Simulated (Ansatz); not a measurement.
**CH₄Se (SMILES C[SeH]): single points off equilibrium**

The task here is to estimate one member of a computed series from the others.

Computed with Ansatz 0.2.0, Gaussian basis. Level: single points in def2-TZVPP.

Cores are frozen in the correlated methods. Filled d shells of the heavier atoms are correlated.

## Starting geometry

6 atoms, charge 0, spin multiplicity 1.

Atoms are counted from 1 here; the program's logs count them from 0.

Bond lengths: C1–Se2 2.065 Å, C1–H3 1.139 Å, C1–H4 1.123 Å, C1–H5 1.109 Å, Se2–H6 1.520 Å. Angles: Se2–C1–H3 107.5°, Se2–C1–H4 106.2°, Se2–C1–H5 108.7°, H3–C1–H4 112.9°, H3–C1–H5 111.0°, H4–C1–H5 110.2°, C1–Se2–H6 95.6°.

Coordinates:

```mol
CH4Se
  3D, bonds by distance, orders not assigned

  6  5  0  0  0  0  0  0  0  0999 V2000
   -0.1440   -0.3931   -0.4374 C   0  0
    0.8811    0.2724    1.2273 Se  0  0
   -1.2516   -0.4109   -0.1741 H   0  0
    0.2666   -1.4116   -0.6718 H   0  0
    0.0537    0.3018   -1.2782 H   0  0
    0.1953    1.6271    1.2919 H   0  0
  1  2  8  0
  1  3  8  0
  1  4  8  0
  1  5  8  0
  2  6  8  0
M  END
```

Set-up of the first run:

run/in.yaml reads:

```yaml
crystal:
  periodic: [false, false, false]
  atoms:
    - {symbol: C, position_ang: [-0.144000, -0.393100, -0.437400]}
    - {symbol: Se, position_ang: [0.881100, 0.272400, 1.227300]}
    - {symbol: H, position_ang: [-1.251600, -0.410900, -0.174100]}
    - {symbol: H, position_ang: [0.266600, -1.411600, -0.671800]}
    - {symbol: H, position_ang: [0.053700, 0.301800, -1.278200]}
    - {symbol: H, position_ang: [0.195300, 1.627100, 1.291900]}
basis:
  gaussian: {orbitals: def2-TZVPP}
correlation: {method: ccsd_t}
output: {forces: true}
```

No record of the launch command was kept for these runs.

Steps of the session up to this table: CCSD(T)/def2-TZVPP; PBE0-D4/def2-TZVPP; wB97M-V/def2-TZVPP; r2SCAN-D4/def2-TZVPP; PBE-D4/def2-TZVPP; revPBE-D4/def2-TZVPP; B97M-V/def2-TZVPP.

One table of the session follows, with a row left open; its other results are not shown here.

```
   method  RMS force component (eV/Å)  angle to CCSD(T) forces (°)  dipole (D)
  CCSD(T)                       0.692                    reference        1.40
  PBE0-D4                       0.698                          3.5        1.46
  wB97M-V                       0.734                          2.4        1.40
r2SCAN-D4                           ?                            ?           ?
   PBE-D4                       0.543                          7.6        1.39
revPBE-D4                       0.522                          8.2        1.38
   B97M-V                       0.746                          4.6        1.39
```

Estimate the missing values for r2SCAN-D4.

The run gave: RMS force component (eV/Å): 0.666; angle to CCSD(T) forces (°): 3.0; dipole (D): 1.50. In the column «RMS force component (eV/Å)» it lies between PBE-D4 (0.543) and CCSD(T) (0.692).
